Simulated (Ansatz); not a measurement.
# CHBFNS: single points with varied inputs

How do the results and run time of CHBFNS respond when the settings are drawn wide?

Program: Ansatz 0.2.0, Gaussian basis. Level of theory: the settings change from run to run. These are calculated values, not measurements.

## (1) The relaxed structure

The structure was relaxed beforehand with PBE0-D4 in a triple-zeta def2 set.

SMILES `FC1=NBS1`, 6 atoms, charge 0, spin multiplicity 1.

Atoms are counted from 1 here; the program's logs count them from 0.

Bond lengths: F1–C2 1.300 Å, C2–N3 1.272 Å, C2–S5 1.780 Å, N3–B4 1.461 Å, B4–S5 1.877 Å, B4–H6 1.186 Å. Angles: F1–C2–N3 126.2°, F1–C2–S5 122.2°, N3–C2–S5 111.5°, C2–N3–B4 87.7°, N3–B4–S5 98.2°, N3–B4–H6 131.6°, S5–B4–H6 130.2°, C2–S5–B4 62.5°.

## (2) MP2/pcseg-2

Options: the search for lower states set to light.

Input file in.yaml:

```yaml
crystal:
  periodic: [false, false, false]
  atoms:
    - {symbol: F, position_ang: [0.990271, -1.943888, -0.335719]}
    - {symbol: C, position_ang: [0.404410, -0.799847, -0.138769]}
    - {symbol: N, position_ang: [-0.636071, -0.599340, 0.564238]}
    - {symbol: B, position_ang: [-0.528851, 0.815678, 0.214917]}
    - {symbol: S, position_ang: [1.006983, 0.711825, -0.859834]}
    - {symbol: H, position_ang: [-1.194740, 1.751572, 0.509067]}
basis:
  gaussian: {orbitals: pcseg-2}
hamiltonian: {xc: {name: HF}}
correlation: {method: mp2}
scf: {lower_state_search: light}
```

On the command line:

```sh
ansatz run in.yaml --threads 2 --pin off --events-out ev --progress --plain --max-ram 4352MiB
```

The program printed:

```text
Functional definition: HF
  name "HF"
  cite "Fock, Z. Phys. 61, 126 (1930) doi:10.1007/BF01340294"
  parent pbe
  exchange = exact_x
  correlation = 0
1044 factors; integrals over basis functions are off by at most 8.8e-4 eV
mean field evaluation 1: about -16720.5285 eV, gradient 4.2e1 eV
mean field evaluation 2: about -16720.8452 eV, gradient 4.2e1 eV
mean field evaluation 4: about -16724.8040 eV, gradient 4.0e0 eV
mean field evaluation 8: about -16724.8949 eV, gradient 5.5e-1 eV
mean field evaluation 16: about -16724.8975 eV, gradient 3.1e-6 eV
mean field -16724.89746645 eV, -614.6286453495 hartree, gradient 3.1e-6 eV, S^2 0.000000; 0 other end points of the search recorded, 0 dependent functions left out
9 core orbitals not correlated: weight in the atoms' cores, before any rotation towards them, 1.000 or more for the frozen orbitals, at most 0.000 for the correlated occupied ones
reference -16724.89746645 eV, -614.6286453495 hartree; 13, 13 occupied and 146, 146 virtual orbitals, 1044 factors
second order -22.63336153 eV of doubles, -0.00000000 eV of singles
Total energy: -16747.53082798 eV, -615.4604060442 hartree
```

Wall time 3.5 s (2 threads of Arm Neoverse N1, shared host).

## (3) wB97X-V/aug-cc-pVDZ

Options: charge +1, multiplicity 2, atoms shaken by 0.03 Å.

Input file in.yaml:

```yaml
crystal:
  periodic: [false, false, false]
  atoms:
    - {symbol: F, position_ang: [1.014250, -2.021872, -0.336188]}
    - {symbol: C, position_ang: [0.353141, -0.778830, -0.122922]}
    - {symbol: N, position_ang: [-0.588583, -0.623941, 0.604993]}
    - {symbol: B, position_ang: [-0.533439, 0.791809, 0.196125]}
    - {symbol: S, position_ang: [0.985201, 0.738260, -0.879520]}
    - {symbol: H, position_ang: [-1.206284, 1.769518, 0.486967]}
basis:
  gaussian: {orbitals: aug-cc-pVDZ}
total_charge: 1
magnetization: {spin_polarized: true, initial_magnetization: 1}
hamiltonian: {xc: {name: wB97X-V}}
```

Same command.

The program printed, shortened:

```text
Functional definition: wB97X-V
  name "wB97X-V"
  cite "Mardirossian & Head-Gordon, Phys. Chem. Chem. Phys. 16, 9904 (2014) doi:10.1039/C3CP54374A"
  cite "Becke, J. Chem. Phys. 107, 8554 (1997) doi:10.1063/1.475007"
  cite "Vydrov & Van Voorhis, J. Chem. Phys. 133, 244103 (2010) doi:10.1063/1.3521275"
[...]
      + integral(e_c_pw_opposite_spin*poly(b97_u_opposite, cos0, cos1)) + vv10(b, c)
1232 factors; their error is unknown
487 factors; integrals over basis functions are off by at most 1.0e-5 eV
[...]
mean field -16757.67302113 eV, -615.8331247676 hartree, gradient 5.3e-5 eV, S^2 0.761862; 2 other end points of the search recorded, 0 dependent functions left out
reference -16757.67301844 eV, -615.8331246688 hartree; 22, 21 occupied and 106, 107 virtual orbitals, 1232 factors
Total energy: -16757.67301844 eV, -615.8331246688 hartree
```

It took 35 s on 2 threads of Arm Neoverse N1, shared host; peak memory 0.59 GiB.

⟨S²⟩ 0.762.

## (4) r2SCAN50/cc-pVTZ-DK

Set apart from the defaults: atoms shaken by 0.03 Å, D3(BJ) dispersion.

Input file in.yaml:

```yaml
crystal:
  periodic: [false, false, false]
  atoms:
    - {symbol: F, position_ang: [0.960789, -1.932444, -0.355410]}
    - {symbol: C, position_ang: [0.454563, -0.730149, -0.125661]}
    - {symbol: N, position_ang: [-0.645142, -0.643313, 0.502682]}
    - {symbol: B, position_ang: [-0.529907, 0.817998, 0.271256]}
    - {symbol: S, position_ang: [1.002528, 0.692870, -0.856927]}
    - {symbol: H, position_ang: [-1.210553, 1.687851, 0.499365]}
basis:
  gaussian: {orbitals: cc-pVTZ-DK}
hamiltonian: {xc: {name: r2SCAN50}, dispersion: d3bj}
output: {forces: true}
```

Same command.

The program printed, shortened:

```text
Warning: the engine holds no damping parameters fitted to this dispersion correction and functional, so the run takes those fitted to r2scan50 beside the three-body term, which d3bj leaves out (hamiltonian.dispersion, under Limitations)
Functional definition: r2SCAN50
  name "r2SCAN50"
  cite "Bursch, Neugebauer, Ehlert & Grimme, J. Chem. Phys. 156, 134105 (2022) doi:10.1063/5.0086040"
  cite "Furness, Kaplan, Ning, Perdew & Sun, J. Phys. Chem. Lett. 11, 8208 (2020) doi:10.1021/acs.jpclett.0c02405"
  cite "Furness, Kaplan, Ning, Perdew & Sun, J. Phys. Chem. Lett. 11, 9248 (2020) doi:10.1021/acs.jpclett.0c03077"
  parent r2scan
[...]
1211 factors; their error is unknown
[...]
mean field -16801.38792511 eV, -617.4396178581 hartree, gradient 4.3e-5 eV, S^2 0.000000; 0 other end points of the search recorded, 0 dependent functions left out
[...]
reference -16801.38793002 eV, -617.4396180384 hartree; 22, 22 occupied and 146, 146 virtual orbitals, 1211 factors
Total energy: -16801.43049631 eV, -617.4411823209 hartree
Relativity: scalar
Atom 0 at     0.960789    -1.932444    -0.355410 Å, force     0.354421     1.419422     0.097834 eV/Å
Atom 1 at     0.454563    -0.730149    -0.125661 Å, force    -1.570488    -3.758253    -0.002006 eV/Å
Atom 2 at    -0.645142    -0.643313     0.502682 Å, force     0.817704     2.142697     0.300516 eV/Å
Atom 3 at    -0.529907     0.817998     0.271256 Å, force     0.357916    -2.435434    -0.790679 eV/Å
Atom 4 at     1.002528     0.692870    -0.856927 Å, force     0.698828     1.456573    -0.085373 eV/Å
Atom 5 at    -1.210553     1.687851     0.499365 Å, force    -0.658382     1.174995     0.479708 eV/Å
Dipole moment:     0.073220     0.430271    -0.059639 e Å
```

It took 10 s on 2 threads of Arm Neoverse N1, shared host; peak memory 0.4 GiB.

Largest force 4.073 eV/Å, dipole 2.12 D.

## (5) B2PLYP/aug-cc-pVDZ

Set apart from the defaults: charge -1, multiplicity 2, density fitting with cc-pVTZ-jkfit.

Input file in.yaml:

```yaml
crystal:
  periodic: [false, false, false]
  atoms:
    - {symbol: F, position_ang: [0.990271, -1.943888, -0.335719]}
    - {symbol: C, position_ang: [0.404410, -0.799847, -0.138769]}
    - {symbol: N, position_ang: [-0.636071, -0.599340, 0.564238]}
    - {symbol: B, position_ang: [-0.528851, 0.815678, 0.214917]}
    - {symbol: S, position_ang: [1.006983, 0.711825, -0.859834]}
    - {symbol: H, position_ang: [-1.194740, 1.751572, 0.509067]}
basis:
  gaussian: {orbitals: aug-cc-pVDZ, fitting: {mean_field: cc-pVTZ-jkfit}}
total_charge: -1
magnetization: {spin_polarized: true, initial_magnetization: 1}
hamiltonian: {xc: {name: B2PLYP}}
```

The command is unchanged.

The program printed, shortened:

```text
Functional definition: B2PLYP
  name "B2PLYP"
  cite "Grimme, J. Chem. Phys. 124, 034108 (2006) doi:10.1063/1.2148954"
  cite "Becke, Phys. Rev. A 38, 3098 (1988) doi:10.1103/PhysRevA.38.3098"
  cite "Lee, Yang & Parr, Phys. Rev. B 37, 785 (1988) doi:10.1103/PhysRevB.37.785"
[...]
467 factors; integrals over basis functions are off by at most 2.6e-1 eV
[...]
mean field -16757.04484979 eV, -615.8100398969 hartree, gradient 8.3e-6 eV, S^2 0.780802; 1 other end points of the search recorded, 0 dependent functions left out
9 core orbitals not correlated: weight in the atoms' cores, before any rotation towards them, 1.000 or more for the frozen orbitals, at most 0.000 for the correlated occupied ones
reference -16757.04501376 eV, -615.8100459226 hartree; 14, 13 occupied and 105, 106 virtual orbitals, 467 factors
second order -24.67925029 eV of doubles, -0.00000000 eV of singles
Total energy: -16763.70841134 eV, -616.0549212670 hartree
```

It took 11 s on 2 threads of Arm Neoverse N1, shared host.

⟨S²⟩ 0.781.

## (6) SVWN5/6-31G

Set apart from the defaults: high accuracy.

Changes to in.yaml since step 5:

```diff
@@ -10,5 +10,5 @@
 basis:
-  gaussian: {orbitals: aug-cc-pVDZ, fitting: {mean_field: cc-pVTZ-jkfit}}
-total_charge: -1
-magnetization: {spin_polarized: true, initial_magnetization: 1}
-hamiltonian: {xc: {name: B2PLYP}}
+  gaussian: {orbitals: 6-31G}
+hamiltonian: {xc: {name: SVWN5}}
+accuracy: high
+output: {forces: true}
```

The command is unchanged.

The program printed, shortened:

```text
Functional definition: SVWN5
  name "SVWN5"
  cite "Dirac, Proc. Camb. Phil. Soc. 26, 376 (1930) doi:10.1017/S0305004100016108"
  cite "Slater, Phys. Rev. 81, 385 (1951) doi:10.1103/PhysRev.81.385"
  cite "Vosko, Wilk & Nusair, Can. J. Phys. 58, 1200 (1980) doi:10.1139/p80-159"
[...]
1253 factors; integrals over basis functions are off by at most 3.9e-9 eV
[...]
mean field -16684.43813732 eV, -613.1417924283 hartree, gradient 8.7e-9 eV, S^2 0.000000; 0 other end points of the search recorded, 0 dependent functions left out
[...]
reference -16684.43813939 eV, -613.1417925043 hartree; 22, 22 occupied and 29, 29 virtual orbitals, 1253 factors
Total energy: -16684.43813939 eV, -613.1417925043 hartree
Atom 0 at     0.990271    -1.943888    -0.335719 Å, force     0.933558    -1.676454    -0.342158 eV/Å
Atom 1 at     0.404410    -0.799847    -0.138769 Å, force    -0.080128    -0.667690     0.185970 eV/Å
Atom 2 at    -0.636071    -0.599340     0.564238 Å, force    -1.345358    -0.256985     1.008549 eV/Å
Atom 3 at    -0.528851     0.815678     0.214917 Å, force    -0.810622     0.835206     0.416668 eV/Å
Atom 4 at     1.006983     0.711825    -0.859834 Å, force     1.377956     1.617589    -1.294208 eV/Å
Atom 5 at    -1.194740     1.751572     0.509067 Å, force    -0.075407     0.148334     0.025180 eV/Å
Dipole moment:     0.053417     0.224536    -0.081380 e Å
```

Run time: 3.2 s. Hardware: 2 threads of Arm Neoverse N1, shared host.

Largest force 2.488 eV/Å, dipole 1.18 D.

## (7) wB97/aug-cc-pVTZ

Options: density fitting with def2-universal-jkfit, the search for lower states set to full.

Changes to in.yaml since step 6:

```diff
@@ -10,5 +10,5 @@
 basis:
-  gaussian: {orbitals: 6-31G}
-hamiltonian: {xc: {name: SVWN5}}
-accuracy: high
+  gaussian: {orbitals: aug-cc-pVTZ, fitting: {mean_field: def2-universal-jkfit}}
+hamiltonian: {xc: {name: wB97}}
+scf: {lower_state_search: full}
 output: {forces: true}
```

Same command.

The program printed, shortened:

```text
Functional definition: wB97
  name "wB97"
  cite "Chai & Head-Gordon, J. Chem. Phys. 128, 084106 (2008) doi:10.1063/1.2834918"
  cite "Becke, J. Chem. Phys. 107, 8554 (1997) doi:10.1063/1.475007"
[...]
  # The coefficients of nought are those of the uniform gas.
[...]
      + integral(e_c_pw_opposite_spin*poly(b97_u_opposite, 1, cos1, cos2, cos3, cos4))
450 factors; integrals over basis functions are off by at most 9.3e-1 eV
450 factors; integrals over basis functions are off by at most 6.6e-3 eV
[...]
mean field -16772.75963984 eV, -616.3875477793 hartree, gradient 2.1e-5 eV, S^2 0.000000; 0 other end points of the search recorded, 0 dependent functions left out
[...]
reference -16772.75962497 eV, -616.3875472330 hartree; 22, 22 occupied and 235, 235 virtual orbitals, 450 factors
Total energy: -16772.75962497 eV, -616.3875472330 hartree
Atom 0 at     0.990271    -1.943888    -0.335719 Å, force     0.228628    -0.434280    -0.079267 eV/Å
Atom 1 at     0.404410    -0.799847    -0.138769 Å, force    -0.183738     0.474133     0.039661 eV/Å
Atom 2 at    -0.636071    -0.599340     0.564238 Å, force    -0.009421    -0.133200     0.032395 eV/Å
Atom 3 at    -0.528851     0.815678     0.214917 Å, force     0.093410     0.160942    -0.097736 eV/Å
Atom 4 at     1.006983     0.711825    -0.859834 Å, force    -0.129038    -0.067792     0.105051 eV/Å
Atom 5 at    -1.194740     1.751572     0.509067 Å, force     0.000159     0.000197    -0.000104 eV/Å
Dipole moment:     0.070080     0.272859    -0.102577 e Å
```

It took 19 s on 2 threads of Arm Neoverse N1, shared host; peak memory 0.54 GiB.

Largest force 0.510 eV/Å, dipole 1.44 D.

## (8) PBEsol/aug-cc-pVTZ

Changes to in.yaml since step 7:

```diff
@@ -10,5 +10,4 @@
 basis:
-  gaussian: {orbitals: aug-cc-pVTZ, fitting: {mean_field: def2-universal-jkfit}}
-hamiltonian: {xc: {name: wB97}}
-scf: {lower_state_search: full}
+  gaussian: {orbitals: aug-cc-pVTZ}
+hamiltonian: {xc: {name: PBEsol}}
 output: {forces: true}
```

The command is unchanged.

The program printed, shortened:

```text
Functional definition: PBEsol
  name "PBEsol"
  cite "Perdew et al., Phys. Rev. Lett. 100, 136406 (2008) doi:10.1103/PhysRevLett.100.136406"
  cite "Perdew, Burke & Ernzerhof, Phys. Rev. Lett. 77, 3865 (1996) doi:10.1103/PhysRevLett.77.3865"
  parent pbesol
[...]
1244 factors; their error is unknown
[...]
mean field -16724.58163872 eV, -614.6170388944 hartree, gradient 4.3e-5 eV, S^2 0.000000; 0 other end points of the search recorded, 0 dependent functions left out
[...]
reference -16724.58169387 eV, -614.6170409210 hartree; 22, 22 occupied and 235, 235 virtual orbitals, 1244 factors
Total energy: -16724.58169387 eV, -614.6170409210 hartree
Atom 0 at     0.990271    -1.943888    -0.335719 Å, force     0.269987    -0.460489    -0.103688 eV/Å
Atom 1 at     0.404410    -0.799847    -0.138769 Å, force     0.179720     0.146123    -0.156171 eV/Å
Atom 2 at    -0.636071    -0.599340     0.564238 Å, force    -0.721140    -0.176434     0.548060 eV/Å
Atom 3 at    -0.528851     0.815678     0.214917 Å, force     0.103359    -0.047895    -0.064540 eV/Å
Atom 4 at     1.006983     0.711825    -0.859834 Å, force     0.301283     0.332485    -0.278888 eV/Å
Atom 5 at    -1.194740     1.751572     0.509067 Å, force    -0.133210     0.206211     0.055227 eV/Å
Dipole moment:     0.093561     0.218397    -0.108812 e Å
```

It took 8 s on 2 threads of Arm Neoverse N1, shared host.

Largest force 0.923 eV/Å, dipole 1.26 D.

## (9) MP2/cc-pVTZ-DK

Set apart from the defaults: density fitting with cc-pVTZ-jkfit, correlated electrons set to all, high accuracy, the search for lower states set to full.

Changes to in.yaml since step 8:

```diff
@@ -10,4 +10,7 @@
 basis:
-  gaussian: {orbitals: aug-cc-pVTZ}
-hamiltonian: {xc: {name: PBEsol}}
+  gaussian: {orbitals: cc-pVTZ-DK, fitting: {mean_field: cc-pVTZ-jkfit}}
+hamiltonian: {xc: {name: HF}}
+correlation: {method: mp2, electrons: all}
+accuracy: high
+scf: {lower_state_search: full}
 output: {forces: true}
```

The command is unchanged.

The program printed, shortened:

```text
Functional definition: HF
  name "HF"
  cite "Fock, Z. Phys. 61, 126 (1930) doi:10.1007/BF01340294"
  parent pbe
[...]
467 factors; integrals over basis functions are off by at most 8.3e-1 eV
[...]
mean field -16758.24909898 eV, -615.8542952383 hartree, gradient 2.7e-8 eV, S^2 0.000000; 0 other end points of the search recorded, 0 dependent functions left out
reference -16758.24909898 eV, -615.8542952383 hartree; 22, 22 occupied and 146, 146 virtual orbitals, 467 factors
second order -25.71544591 eV of doubles, -0.00000000 eV of singles
[...]
Total energy: -16783.96454489 eV, -616.7993204448 hartree
Relativity: scalar
Atom 0 at     0.990271    -1.943888    -0.335719 Å, force     0.091596    -0.075063    -0.050875 eV/Å
Atom 1 at     0.404410    -0.799847    -0.138769 Å, force     0.100883     0.051182    -0.081642 eV/Å
Atom 2 at    -0.636071    -0.599340     0.564238 Å, force    -0.397270    -0.086232     0.299804 eV/Å
Atom 3 at    -0.528851     0.815678     0.214917 Å, force     0.010185     0.213321    -0.048521 eV/Å
Atom 4 at     1.006983     0.711825    -0.859834 Å, force     0.048222     0.121125    -0.057737 eV/Å
Atom 5 at    -1.194740     1.751572     0.509067 Å, force     0.146383    -0.224333    -0.061029 eV/Å
Dipole moment:     0.068771     0.250934    -0.097415 e Å
```

Run time: 5 s. Hardware: 2 threads of Arm Neoverse N1, shared host.

Largest force 0.505 eV/Å, dipole 1.33 D.

## (10) wB97X-V/def2-mTZVPP

Options: unrestricted orbitals.

Changes to in.yaml since step 9:

```diff
@@ -10,7 +10,4 @@
 basis:
-  gaussian: {orbitals: cc-pVTZ-DK, fitting: {mean_field: cc-pVTZ-jkfit}}
-hamiltonian: {xc: {name: HF}}
-correlation: {method: mp2, electrons: all}
-accuracy: high
-scf: {lower_state_search: full}
-output: {forces: true}
+  gaussian: {orbitals: def2-mTZVPP}
+magnetization: {spin_polarized: true, initial_magnetization: 0}
+hamiltonian: {xc: {name: wB97X-V}}
```

Same command.

The program printed, shortened:

```text
Functional definition: wB97X-V
  name "wB97X-V"
  cite "Mardirossian & Head-Gordon, Phys. Chem. Chem. Phys. 16, 9904 (2014) doi:10.1039/C3CP54374A"
  cite "Becke, J. Chem. Phys. 107, 8554 (1997) doi:10.1063/1.475007"
  cite "Vydrov & Van Voorhis, J. Chem. Phys. 133, 244103 (2010) doi:10.1063/1.3521275"
[...]
      + integral(e_c_pw_opposite_spin*poly(b97_u_opposite, cos0, cos1)) + vv10(b, c)
973 factors; their error is unknown
250 factors; integrals over basis functions are off by at most 9.7e-6 eV
[...]
mean field -16770.05425661 eV, -616.2881267794 hartree, gradient 6.8e-5 eV, S^2 0.000000; 0 other end points of the search recorded, 0 dependent functions left out
reference -16770.05425499 eV, -616.2881267200 hartree; 22, 22 occupied and 96, 96 virtual orbitals, 973 factors
Total energy: -16770.05425499 eV, -616.2881267200 hartree
```

It took 16 s on 2 threads of Arm Neoverse N1, shared host; peak memory 0.41 GiB.

⟨S²⟩ 0.000.

## (11) The runs in one table

```csv
level,charge,multiplicity,geometry,functions,energy (eV),time
MP2/pcseg-2,0,1,relaxed,168,-16747.531,3.5 s
wB97X-V/aug-cc-pVDZ,1,2,shaken,128,-16757.673,35 s
r2SCAN50/cc-pVTZ-DK,0,1,shaken,168,-16801.430,10 s
B2PLYP/aug-cc-pVDZ,-1,2,relaxed,128,-16763.708,11 s
SVWN5/6-31G,0,1,relaxed,51,-16684.438,3.2 s
wB97/aug-cc-pVTZ,0,1,relaxed,257,-16772.760,19 s
PBEsol/aug-cc-pVTZ,0,1,relaxed,257,-16724.582,8 s
MP2/cc-pVTZ-DK,0,1,relaxed,168,-16783.965,5 s
wB97X-V/def2-mTZVPP,0,1,relaxed,118,-16770.054,16 s
```

## (12) Results

```
                                         quantity                      value
                                             runs                          9
                                         quickest         SVWN5/6-31G, 3.2 s
                                          slowest  wB97X-V/aug-cc-pVDZ, 35 s
spread of total energies, same state and geometry                    99.5 eV
                  dipole, same state and geometry             1.18 to 1.44 D
```

In words: wB97X-V/aug-cc-pVDZ took 11 times as long as SVWN5/6-31G. The jobs differ in tasks and options as well as level. The totals spread over 100 eV; they can't be compared across methods or bases. Some of these runs are scalar-relativistic and others not, which shifts the totals of all-electron atoms past neon by eV; core potentials, where a basis has them, take the core out of the total altogether. At the PBE0-D4/def2-TZVP geometry and in the same state, runs without warnings or point charges leave forces up to 2.49 eV/Å (SVWN5/6-31G), against 4.1 eV/Å where the atoms were moved. At that geometry and state the dipole changes by 23 % between the lowest and highest value.
